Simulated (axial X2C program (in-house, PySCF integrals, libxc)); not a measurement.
# ZrH: properties at the nuclei

Aim: properties at the nuclei of ZrH, with spin–orbit coupling in the Hamiltonian from the start.

Program: an in-house X2C program for linear molecules on PySCF integrals. Level of theory: two-component X2C with atomic mean-field terms, Zr dyall-cv3z, H dyall-v3z. These are calculated values, not measurements.

## (1) Set-up

File task.json:

```json
{"zs": [40, 1], "q": 0, "bas": ["dyall-cv3z", "dyall-v3z"], "r0": 1.86, "levels": ["PBE0", "HF", "B3LYP", "LDA", "BP86"], "nst": 3}
```

Keys: zs atomic numbers; q charge; bas basis sets; r0 starting distance in Å; levels methods (HF also brings MP2); nst determinants followed.

The run is started by

```console
$ python soeom.py task.json out
```

Nuclei are Gaussian, cores are contracted, and the Gaunt term is on.

## (2) Expectation values, lowest determinant

R = 1.857 Å. State: Ω = 3/2 (excess of +ω over −ω: ω = 3/2).

Output of the PBE0 run:

```text
two-component X2C + atomic mean field  PBE0
basis functions 178  fitting functions 830  grid points 5071
iter        total energy     max residual
   1      -3597.172591194     2.91e-01
   2      -3597.180024944     9.29e-04
   3      -3597.180027895     3.80e-04
   4      -3597.180028580     2.04e-04
   5      -3597.180028822     1.98e-05
   6      -3597.180028826     3.66e-06
   7      -3597.180028827     1.17e-06
converged
one-electron -4987.85188613  Coulomb 1496.00171303  exact exchange -28.33889567  xc functional -86.79190897  nuclear repulsion 11.39853982  atomic mean-field constant -1.59759091
```

The highest occupied spinor is 95% Zr d, 2% Zr p, 2% H p.

```
level  Eeff magnitude (GV/cm)  Ws magnitude Zr (kHz)  A∥/gI Zr (MHz)  qzz Zr (a.u.)  A∥/gI H (MHz)  qzz H (a.u.)  μ (D)
 PBE0                    2.13                  0.668            -414          -1.36           4.47          0.07  -2.44
   HF                    2.92                   0.93            -325          -1.85           2.81          0.08  -2.05
B3LYP                    2.26                   0.71            -435          -1.33           2.09          0.07  -2.41
  LDA                    2.01                  0.622            -458          -1.22           3.59          0.06  -2.28
 BP86                    1.97                  0.616            -448          -1.22           3.93          0.06  -2.28
```

Eeff is the effective electric field on the electron dipole moment in this Ω state and Ws the scalar–pseudoscalar constant (defined with the proton number Z and per Ω); A∥ is the parallel hyperfine constant, which follows by multiplying with the nuclear g factor gI = μI/(I μN); qzz is the electric field gradient, eQq0 = 234.96 MHz × Q/barn × qzz; μ is positive if H is the positive end. The operators were transformed with the bare-nucleus X2C matrices.

## (3) Expectation values, a higher determinant

R = 1.857 Å. State: Ω = 3/2 (excess of +ω over −ω: ω = 1/2, ω = -3/2, ω = 5/2), 0.06 eV above the lowest in the PBE0 search for states (made at or near this distance, with looser thresholds).

Output of the PBE0 run:

```text
two-component X2C + atomic mean field  PBE0
basis functions 178  fitting functions 830  grid points 5071
iter        total energy     max residual
   1      -3597.170536011     2.90e-01
   2      -3597.177950622     9.26e-04
   3      -3597.177953552     3.70e-04
   4      -3597.177954117     2.18e-04
   5      -3597.177954381     1.86e-05
   6      -3597.177954384     4.06e-06
   7      -3597.177954385     1.16e-06
converged
one-electron -4988.03984373  Coulomb 1496.21516880  exact exchange -28.34202436  xc functional -86.81220399  nuclear repulsion 11.39853982  atomic mean-field constant -1.59759091
```

The highest occupied spinor is 100% Zr d.

```
level  Eeff magnitude (GV/cm)  Ws magnitude Zr (kHz)  A∥/gI Zr (MHz)  qzz Zr (a.u.)  A∥/gI H (MHz)  qzz H (a.u.)  μ (D)
 PBE0                       2                  0.599             706           0.84         0.0699          0.07  -3.03
   HF                     2.9                  0.867             608           0.15          0.164          0.08  -3.18
B3LYP                    2.14                  0.641             737           0.91           2.01          0.07  -2.89
  LDA                    2.05                  0.613             773           1.08          0.883          0.06  -2.50
 BP86                    1.93                   0.58             743           1.08           1.16          0.06  -2.69
```

## (4) Expectation values, a higher determinant

R = 1.857 Å. State: Ω = 9/2 (excess of +ω over −ω: ω = 1/2, ω = 3/2, ω = 5/2), 0.12 eV above the lowest in the PBE0 search for states (made at or near this distance, with looser thresholds).

Output of the PBE0 run:

```text
two-component X2C + atomic mean field  PBE0
basis functions 178  fitting functions 830  grid points 5071
iter        total energy     max residual
   1      -3597.168006157     2.90e-01
   2      -3597.175435577     9.26e-04
   3      -3597.175438510     3.84e-04
   4      -3597.175439197     2.07e-04
   5      -3597.175439441     2.01e-05
   6      -3597.175439445     3.72e-06
   7      -3597.175439445     1.16e-06
converged
one-electron -4987.77134443  Coulomb 1495.92328330  exact exchange -28.33846130  xc functional -86.78986592  nuclear repulsion 11.39853982  atomic mean-field constant -1.59759091
```

The highest occupied spinor is 95% Zr d, 2% H p, 2% Zr p.

```
level  Eeff magnitude (GV/cm)  Ws magnitude Zr (kHz)  A∥/gI Zr (MHz)  qzz Zr (a.u.)  A∥/gI H (MHz)  qzz H (a.u.)  μ (D)
 PBE0                    2.07                  0.217             411          -1.37            1.4          0.07  -2.46
   HF                    2.84                  0.303             353          -1.83           1.84          0.08  -2.08
B3LYP                    2.14                  0.224             423          -1.34           2.17          0.07  -2.42
  LDA                    1.95                  0.201             435          -1.24           1.75          0.06  -2.29
 BP86                    1.91                    0.2             429          -1.23            1.6          0.06  -2.29
```

## (5) Summary of results

| quantity | value |
| --- | --- |
| lowest determinant | Ω = 3/2 (excess of +ω over −ω: ω = 3/2) |
| Eeff magnitude (GV/cm), PBE0 | 2.13 |
| Ws magnitude Zr (kHz), PBE0 | 0.668 |
| A∥/gI Zr (MHz), PBE0 | -414 |
| qzz Zr (a.u.), PBE0 | -1.36 |
| higher determinant | Ω = 3/2 (excess of +ω over −ω: ω = 1/2, ω = -3/2, ω = 5/2) |
| Eeff magnitude (GV/cm), PBE0, higher determinant | 2 |
| Ws magnitude Zr (kHz), PBE0, higher determinant | 0.599 |
| A∥/gI Zr (MHz), PBE0, higher determinant | 706 |
| qzz Zr (a.u.), PBE0, higher determinant | 0.84 |
| higher determinant | Ω = 9/2 (excess of +ω over −ω: ω = 1/2, ω = 3/2, ω = 5/2) |
| Eeff magnitude (GV/cm), PBE0, higher determinant | 2.07 |
| Ws magnitude Zr (kHz), PBE0, higher determinant | 0.217 |
| A∥/gI Zr (MHz), PBE0, higher determinant | 411 |
| qzz Zr (a.u.), PBE0, higher determinant | -1.37 |

In the first state, the effective field runs from 1.97 to 2.92 GV/cm over the mean-field levels. The expectation values come from single determinants, which for open shells can mix terms of unlike spin or miss the lowest Ω, so a determinant need not be a state. Eeff is the effective electric field on the electron dipole moment in this Ω state and Ws the scalar–pseudoscalar constant (defined with the proton number Z and per Ω); A∥ is the parallel hyperfine constant, which follows by multiplying with the nuclear g factor gI = μI/(I μN); qzz is the electric field gradient, eQq0 = 234.96 MHz × Q/barn × qzz; μ is positive if H is the positive end. The operators were transformed with the bare-nucleus X2C matrices. A second determinant lies within 0.1 eV of the first, so their order is not settled at this level.
